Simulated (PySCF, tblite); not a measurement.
# C4H8AlBrO: geometry, infrared bands and NMR shifts

What infrared bands and NMR shifts should C4H8AlBrO (`C=[CH][Al]([Br])[O]CC`) show?

The runs use tblite 0.8.0 and PySCF 2.14.0, with density-fitted response routines of our own; the level of theory stands in each step. All values are computed, except where a source is named. Atoms count from 0, in the outputs and in this text.

## (1) The starting structure

15 atoms, charge 0, multiplicity 1; geometry from: force field or distance geometry start.

Bonds of the start (Å): C0–C1 1.36, C1–Al2 1.98, Al2–Br3 2.40, Al2–O4 1.84, O4–C5 1.37, C5–C6 1.49, C0–H7 1.09, C0–H8 1.10, C1–H9 1.10, C5–H10 1.11, C5–H11 1.12, C6–H12 1.14, C6–H13 1.10, C6–H14 1.13.

## (2) Optimising the geometry with GFN2-xTB

Job settings and geometry (Å):

```
{"job": {"kind": "relax", "xc": "GFN2-xTB", "basis": "xTB"}, "charge": 0, "multiplicity": 1}
C      2.953700    -0.374000     1.067100
C      1.787700     0.033600     0.497700
Al     1.028600    -1.029000    -0.992100
Br     2.537200    -1.274700    -2.838800
O     -0.692300    -0.557700    -1.440700
C     -1.353500     0.147300    -0.463000
C     -2.747200     0.565900    -0.765100
H      3.335600     0.238400     1.888000
H      3.470100    -1.274400     0.709400
H      1.268600     0.931700     0.874900
H     -1.353800    -0.505500     0.433800
H     -0.787900     1.074000    -0.188000
H     -3.362900     0.375700     0.171800
H     -3.241800    -0.027200    -1.553300
H     -2.846600     1.684000    -0.929100
```

The run is started by

```console
OMP_NUM_THREADS=1 python probes_run.py task.json out
```

The driver reads the jobs from task.json and runs them one after another.

**Question.** This job is followed by: GFN2-xTB harmonic vibrations, gas phase; GIAO PBE0/pcSseg-1 NMR shielding, non-relativistic, gas phase. Predict these results of the whole session: strongest single infrared mode (GFN2-xTB); zero-point energy (GFN2-xTB); 13C shifts against TMS (PBE0/pcSseg-1); 1H shifts against TMS (PBE0/pcSseg-1, means over atoms taken as alike); 27Al shifts against AlH4- (PBE0/pcSseg-1); 79Br shifts against HBr (PBE0/pcSseg-1); 17O shifts against H2O (PBE0/pcSseg-1).

**Answer**, as computed:

| quantity | value |
| --- | --- |
| strongest single infrared mode (GFN2-xTB) | 1216 cm⁻¹, 210 km/mol |
| zero-point energy (GFN2-xTB) | 69.6 kcal/mol |
| 13C shifts against TMS (PBE0/pcSseg-1) | 156.2, 143.0, 67.0, 22.8 ppm |
| 1H shifts against TMS (PBE0/pcSseg-1, means over atoms taken as alike) | 6.99, 6.69, 6.38, 4.54, 1.44 ppm |
| 27Al shifts against AlH4- (PBE0/pcSseg-1) | 47.6 ppm |
| 79Br shifts against HBr (PBE0/pcSseg-1) | -129 ppm |
| 17O shifts against H2O (PBE0/pcSseg-1) | 78.6 ppm |

**Reading.** Over 124 steps the energy fell by 1.778 eV; of the close pairs, Al2–O4 changed most, 1.840 to 1.641 Å. No mode is imaginary among the 39: a minimum at this level. The strongest single mode, at 1216 cm⁻¹, is spread over several atoms, O4, H9, C5 among them. GFN2-xTB is a fitted tight-binding method: band positions and strengths are rough. Its intensities can rank the bands wrongly. C0 (terminal =CH2 carbon) lies farthest downfield among carbon, at 156.2 ppm; an sp2 carbon of a C=C bond. At PBE0/pcSseg-1: The largest span, 537 ppm, is at Br3, where the paramagnetic term is -377 ppm. Spin-orbit coupling is left out, which matters for shieldings and couplings at and beside the heavy atoms.
